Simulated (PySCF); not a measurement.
# CHBrCl− (SMILES Cl[CH-]Br) at FCI/STO-3G

What is the vertical singlet–triplet gap of CHBrCl− at FCI/STO-3G? Input form: a Python script.

Program for the calculation: PySCF 2.14.0.

6 further runs of the same task are left out: 6 set aside as unsound or not needed.

## Step 1: The molecule

CHBrCl− has 4 atoms, charge -1, and is taken as a singlet. SMILES: `Cl[CH-]Br`. The shape is that of a GFN2-xTB optimisation.

Bond lengths: Cl1–C2 1.837 Å, C2–Br3 2.025 Å, C2–H4 1.116 Å. Angles: Cl1–C2–Br3 107.2°, Cl1–C2–H4 101.3°, Br3–C2–H4 100.2°.

## Step 2: The energy at FCI/STO-3G

calc.py reads:

```python
from pyscf import gto, scf, mcscf
from pyscf import fci

molecule = gto.M(
    atom='''
Cl    -2.975090     0.548021    -0.804419
C      0.464098     0.100137    -0.934470
Br     1.365025    -2.503434     1.721635
H      1.145968     1.855276     0.017253
''',
    max_memory=1860,
    verbose=4,
    unit='bohr',
    charge=-1,
    basis='sto-3g',
)

mf = scf.RHF(molecule)
mf.conv_tol = 1e-10
mf.kernel()
if not mf.converged:
    mf = mf.newton().run(mf.mo_coeff, mf.mo_occ)

cas = mcscf.CASCI(mf, mf.mo_coeff.shape[-1] - 15, (molecule.nelec[0] - 15, molecule.nelec[1] - 15))  # full CI above the frozen core
cas.fcisolver = fci.direct_spin0.FCI(molecule)  # even spin states alone
cas.kernel()
print('<S^2> = %.4f' % cas.fcisolver.spin_square(cas.ci, cas.ncas, cas.nelecas)[0])
energy = cas.e_tot
print('Final energy', energy)
```

Launch:

```console
$ OMP_NUM_THREADS=1 python calc.py
```

What it wrote:

```text
PySCF version 2.14.0

[INPUT] num. atoms = 4
[INPUT] num. electrons = 60
[INPUT] charge = -1
[INPUT] spin (= nelec alpha-beta = 2S) = 0
[INPUT] symmetry False subgroup None
[INPUT] Mole.unit = bohr
[INPUT] Symbol           X                Y                Z      unit          X                Y                Z       unit  Magmom
[INPUT]  1 Cl    -1.574349828436   0.290000224306  -0.425680202831 AA   -2.975090000000   0.548021000000  -0.804419000000 Bohr   0.0
[INPUT]  2 C      0.245590085234   0.052990218370  -0.494500228288 AA    0.464098000000   0.100137000000  -0.934470000000 Bohr   0.0
[INPUT]  3 Br     0.722340122336  -1.324760221842   0.911050007522 AA    1.365025000000  -2.503434000000   1.721635000000 Bohr   0.0
[INPUT]  4 H      0.606420150044   0.981769779167   0.009129894420 AA    1.145968000000   1.855276000000   0.017253000000 Bohr   0.0

nuclear repulsion = 199.698095735449
number of shells = 17
number of NR pGTOs = 99
number of NR cGTOs = 33
basis = sto-3g
ecp = {}

******** <class 'pyscf.scf.hf.RHF'> ********
method = RHF
initial guess = minao
damping factor = 0
level_shift factor = 0
DIIS = <class 'pyscf.scf.diis.CDIIS'>
diis_start_cycle = 1
diis_space = 8
diis_damp = 0
SCF conv_tol = 1e-10
SCF conv_tol_grad = None
SCF max_cycles = 50
direct_scf = True
direct_scf_tol = 1e-13
Set gradient conv threshold to 1e-05
Initial guess from minao.
init E= -3032.92351697424
  HOMO = -0.257146237690393  LUMO = 0.0285976759637725  gap/eV = 7.77549
cycle= 1 E= -3037.01456103898  delta_E= -4.09  |g|= 0.237  |ddm|= 2.58
  HOMO = 0.0165190722788373  LUMO = 0.566324472539281  gap/eV = 14.96097
cycle= 2 E= -3037.05498180841  delta_E= -0.0404  |g|= 0.085  |ddm|= 0.722
  HOMO = 0.0375045142504344  LUMO = 0.616102848668511  gap/eV = 15.74446
cycle= 3 E= -3037.05963700337  delta_E= -0.00466  |g|= 0.0329  |ddm|= 0.199
  HOMO = 0.0270291925251694  LUMO = 0.60800110746721  gap/eV = 15.80905
cycle= 4 E= -3037.06125050413  delta_E= -0.00161  |g|= 0.0127  |ddm|= 0.179
  HOMO = 0.0272881557829253  LUMO = 0.607256240236866  gap/eV = 15.78174
cycle= 5 E= -3037.06154573131  delta_E= -0.000295  |g|= 0.00217  |ddm|= 0.098
  HOMO = 0.0266760144308241  LUMO = 0.607510066997602  gap/eV = 15.80530
cycle= 6 E= -3037.06155328307  delta_E= -7.55e-06  |g|= 0.000318  |ddm|= 0.0158
  HOMO = 0.026689366376679  LUMO = 0.607418530472574  gap/eV = 15.80245
cycle= 7 E= -3037.0615533946  delta_E= -1.12e-07  |g|= 3.97e-05  |ddm|= 0.00149
  HOMO = 0.0266812307307366  LUMO = 0.607438131902475  gap/eV = 15.80320
cycle= 8 E= -3037.06155339623  delta_E= -1.63e-09  |g|= 1.07e-05  |ddm|= 0.000147
  HOMO = 0.0266832162493115  LUMO = 0.607434833348309  gap/eV = 15.80306
cycle= 9 E= -3037.06155339638  delta_E= -1.49e-10  |g|= 2.81e-06  |ddm|= 4.98e-05
  HOMO = 0.0266830133107511  LUMO = 0.607435439818295  gap/eV = 15.80308
cycle= 10 E= -3037.06155339639  delta_E= -1.05e-11  |g|= 4.33e-07  |ddm|= 1.51e-05
  HOMO = 0.026683062086159  LUMO = 0.607435362706884  gap/eV = 15.80308
Extra cycle  E= -3037.06155339638  delta_E= 7.73e-12  |g|= 1.95e-07  |ddm|= 1.21e-06
converged SCF energy = -3037.06155339638

******** <class 'pyscf.mcscf.casci.CASCI'> ********
CAS (15e+15e, 18o), ncore = 15, nvir = 0
natorb = False
canonicalization = True
sorting_mo_energy = False
******** <class 'pyscf.fci.direct_spin0.FCISolver'> ********
max. cycles = 100
conv_tol = 1e-10
davidson only = False
linear dependence = 1e-14
level shift = 0.001
max iter space = 12
nroots = 1
pspace_size = 400
spin = None
Density matrix diagonal elements [1.99999295 1.99999895 1.9999993  1.99999997 1.99999997 1.99577022
 1.99572387 1.98655362 1.98194964 1.98481282 1.99201367 1.99149265
 1.99287541 1.99810205 1.96992268 0.04434711 0.03894542 0.02749968]
CASCI converged
CASCI E = -3037.13171530683  E(CI) = -223.656256419471  S^2 = 0.0000000
<S^2> = 0.0000
Final energy -3037.131715306827
```

Wall time 31 s (1 thread of Arm Neoverse V1, shared host); peak memory 0.26 GiB.

## Step 3: The triplet

job.py reads:

```python
from pyscf import gto, mcscf

system = gto.M(
    atom='''
Cl      -1.574350       0.290000      -0.425680
C        0.245590       0.052990      -0.494500
Br       0.722340      -1.324760       0.911050
H        0.606420       0.981770       0.009130
''',
    max_memory=1860,
    verbose=3,
    charge=-1,
    basis='sto-3g',
    spin=2,
)

myscf = system.ROHF()
myscf.conv_tol = 1e-10
myscf.kernel()
if not myscf.converged:
    myscf = myscf.newton().run(myscf.mo_coeff, myscf.mo_occ)

cas = mcscf.CASCI(myscf, myscf.mo_coeff.shape[-1] - 15, (system.nelec[0] - 15, system.nelec[1] - 15))  # full CI above the frozen core
cas.fix_spin_(ss=2.0)
cas.kernel()
energy = cas.e_tot
print(f'total energy: {energy:.8f} hartree')
```

Launch:

```console
$ OMP_NUM_THREADS=1 python job.py
```

What it wrote:

```text
converged SCF energy = -3036.92747103662
CASCI E = -3036.98096871145  E(CI) = -223.517382111756  S^2 = 2.0000000
total energy: -3036.98096871 hartree
```

Wall time 50 s (1 thread of Arm Neoverse V1, shared host); peak memory 0.23 GiB.

## Step 4: What came out

Level: FCI/STO-3G, 15 core orbitals frozen.

```
                                                      quantity           value
                                         singlet: total energy  -3037.13172 Eh
                  singlet: HOMO energy (Hartree–Fock orbitals)         0.73 eV
                  singlet: LUMO energy (Hartree–Fock orbitals)        16.53 eV
singlet: HOMO–LUMO gap (to an unbound level, set by the basis)        15.80 eV
         singlet: correlation energy (15 core orbitals frozen)       -70.2 mEh
                                         triplet: total energy  -3036.98097 Eh
         triplet: correlation energy (15 core orbitals frozen)       -53.5 mEh
              vertical energy of the triplet above the singlet        4.102 eV
```

At this shape the triplet lies 4.10 eV (396 kJ/mol) above the singlet. For an anion a state so high probably lies above electron detachment. In a minimal basis such a difference can be off by several eV, whatever the method. Mulliken charges (singlet) of the mean-field density run from -0.42 on Cl1 to -0.04 on H4. The HOMO (singlet) lies at positive energy, 0.73 eV: the electron is unbound at this level or held by a compact basis; values depend on the basis. Mulliken charges (triplet) of the mean-field density run from -0.53 on Br3 to -0.01 on H4. The HOMO (triplet) lies at positive energy, 12.16 eV: the electron is unbound at this level or held by a compact basis; values depend on the basis.
